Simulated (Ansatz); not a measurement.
# CHGaP (doublet): wave-function methods side by side at a displaced geometry (v1), cc-pVDZ

An exercise on one series of results from a longer session: the logs are not shown, and one member is left open.

The runs use Ansatz 0.2.0, Gaussian basis; cc-pVDZ, core rule «outside noble gas», up to 20 orbitals frozen.

Plan: UHF; CCSD(T) on natural orbitals of UHF; CCSD(T) on UHF; BCCD(T) on natural orbitals of UHF; CISD; CCSDT(Q) on natural orbitals of UHF; CCSDT(Q) on UHF; CASSCF and MRCISD+Q, 9 electrons in 9 orbitals; CASSCF and NEVPT2, 9 electrons in 9 orbitals.

26 further runs of the same task are left out: 1 for a known fault of the program, 13 that didn't finish, 12 set aside as unsound or not needed.

### The geometry

The geometry is a PBE0/def2-TZVP stationary point (not a proven minimum) with its atoms shifted at random (size 0.040 Å). No spin-orbit coupling is included. The filled d shell of Ga may be among the frozen orbitals whatever the setting's name suggests; the logs give the count.

4 atoms, charge 0, spin multiplicity 2.

Atoms are counted from 1 here; the program's logs count them from 0.

Bond lengths: C1–Ga2 1.923 Å, Ga2–P3 2.322 Å, P3–H4 1.370 Å. Angles: C1–Ga2–P3 178.6°, Ga2–P3–H4 88.3°.

Set-up of the first run:

Input file in.yaml:

```yaml
crystal:
  periodic: [false, false, false]
  atoms:
    - {symbol: C, position_ang: [0.002337, -0.319198, 2.598951]}
    - {symbol: Ga, position_ang: [0.001504, -0.325458, 0.675498]}
    - {symbol: P, position_ang: [0.049468, -0.360921, -1.646146]}
    - {symbol: H, position_ang: [-0.053309, 1.005577, -1.628304]}
basis:
  gaussian: {orbitals: cc-pVDZ}
magnetization: {spin_polarized: true, initial_magnetization: 1}
hamiltonian: {xc: hf}
output: {orbitals: {seedname: orbitals}}
```

Run with:

```bash
$ ansatz run in.yaml --threads 1 --pin off --events-out ev --progress --plain --max-ram 2393MiB
```

Among the steps run: UHF; CCSD(T) on natural orbitals of UHF; CCSD(T) on UHF; BCCD(T) on natural orbitals of UHF; CISD; CCSDT(Q) on natural orbitals of UHF; CCSDT(Q) on UHF; CASSCF and MRCISD+Q, 9 electrons in 9 orbitals; CASSCF and NEVPT2, 9 electrons in 9 orbitals.

One table of the session follows, with a row left open; its other results are not shown here.

| method | from RCCSDT(Q) (kJ/mol) |
| --- | --- |
| UHF | +789.0 |
| RMP2 | +31.9 |
| UMP2 | +177.6 |
| RCCSD | +79.1 |
| UCCSD | +56.5 |
| RCCSD(T) | +15.5 |
| UCCSD(T) | +21.3 |
| BCCD(T) | ? |
| RCCSDT | +17.9 |
| UCCSDT | +9.9 |
| RCCSDT(Q) | 0 |
| UCCSDT(Q) | +2.3 |
| CASSCF frontier | +613.5 |
| NEVPT2 frontier | +130.3 |
| MRCISD frontier | +72.2 |
| MRCISD+Q frontier | +10.6 |

Q: Estimate the row for BCCD(T) from the others.

As computed: from RCCSDT(Q) (kJ/mol): +21.6. In the column «from RCCSDT(Q) (kJ/mol)» it lies between UCCSD(T) (+21.3) and RMP2 (+31.9).

Not comparable, so not listed: CISD (they don't share determinant, frozen orbitals or solution with the rows shown, or repeat one).

Limits of these values: The determinant is far from a pure spin state, so its energy mixes those of several spin states (harmless only where they are near-degenerate, as at dissociation). The report flags that the cluster equations may have other roots. Left out of the table: ROHF (another determinant or state than the rows shown). The program flags RCCSD(T), BCCD(T), RCCSDT(Q) as in doubt, so the zero of the table is itself unsure. Warnings: spin contamination; coupled cluster took another determinant than the lowest; large T1 diagnostic. Restricted and unrestricted rows rest on different reference determinants; where their highest levels disagree by more than a few hundredths of an eV, they describe different states and don't form one ladder.
